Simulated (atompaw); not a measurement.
# Arsenic: generating and testing a PAW (atompaw) potential

Task: generate the file, and judge it by its logarithmic derivatives, its ghosts and its cutoff.

The numbers are computed with atompaw 4.2.0.5 (LDA (PW92), scalar-relativistic, spin-unpolarised reference atom).

## 1. The atom and the settings

The settings as typed:

```
element                 : arsenic (As, Z = 33)
type                    : PAW
frozen core             : [Ar]
valence charge          : 15
reference configuration : 3d10 4s2 4p2.5 (charge +0.5)
partial waves           : 4s (bound): rc 1.90 bohr; 4s channel at -0.15 Ry: rc 1.65 bohr; 4p (bound): rc 1.90 bohr; 4p channel at 2.4 Ry: rc 1.90 bohr; 3d (bound): rc 1.35 bohr; 3d channel at -0.85 Ry: rc 1.35 bohr; 4f channel at -0.1 Ry: rc 1.90 bohr
local potential         : bessel scheme, radius 1.45 bohr
core correction         : smooth core density matched at 1.15 bohr
augmentation charge     : sinc compensation charge, radius 1.55 bohr; PAW radius 1.90 bohr; waves and projectors: custom polynom2 7 10 vanderbiltortho
```

An earlier all-electron run gives the scale for the radii.

All-electron outer shells of the reference configuration (LDA (PW92), scalar-relativistic, ld1.x):

```tsv
shell	level (eV)	outermost node (bohr)	outermost maximum (bohr)
3s	-194.15	0.25	0.52
3p	-138.06	0.22	0.52
3d	-45.53	–	0.47
4s	-18.96	0.73	1.59
4p	-9.26	0.78	1.92
```

## 2. Generation

As.input reads:

```
As 33
LDA-PW scalarrelativistic loggrid 1500 logderivrange -5 5 251
4 4 3 0 0 0
4 1 2.5
0 0 0
c
c
c
v
c
c
v
v
3
1.90 1.55 1.45 1.15
y
-0.15
n
y
2.4
n
y
-0.85
n
y
-0.1
n
custom polynom2 7 10 vanderbiltortho sinc
bessel
1.90
1.65
1.90
1.90
1.35
1.35
1.90
PWSCFOUT
UPFDX 0.0125d0 UPFXMIN -7.d0 UPFZMESH 33.d0
END
```

Launch:

```bash
$ atompaw < As.input > As.log
```

Before running it: what results should come out? Wanted: cutoffs for 10 and 1 mRy, occupied levels; bound ghosts; largest phase difference near zero energy, channels read; lowest eigenvalue of the overlap; share of valence orbitals outside the PAW sphere; UPF file.

As calculated:

| quantity | value |
| --- | --- |
| cutoffs for 10 and 1 mRy, occupied levels | over 300 Ry and over 300 Ry |
| bound ghosts | none found |
| largest phase difference near zero energy, channels read | 0.005 rad |
| lowest eigenvalue of the overlap (Bessel basis) | 0.300 (p) |
| share of valence orbitals outside the PAW sphere | 4s 44 %, 4p 67 %, 3d 1 % |
| UPF file | written |

**Reading.** By its cutoff, over 300 Ry for the looser tolerance, it is very hard. The slowest occupied level is 3d: taken alone it needs over 300 Ry to come within 1 mRy, against 15 Ry for 4s. No bound ghost shows below the valence levels. Near zero energy the phases of the channels with partial waves agree within 0.005 rad. These are tests on the free atom; a crystal test is still owed.
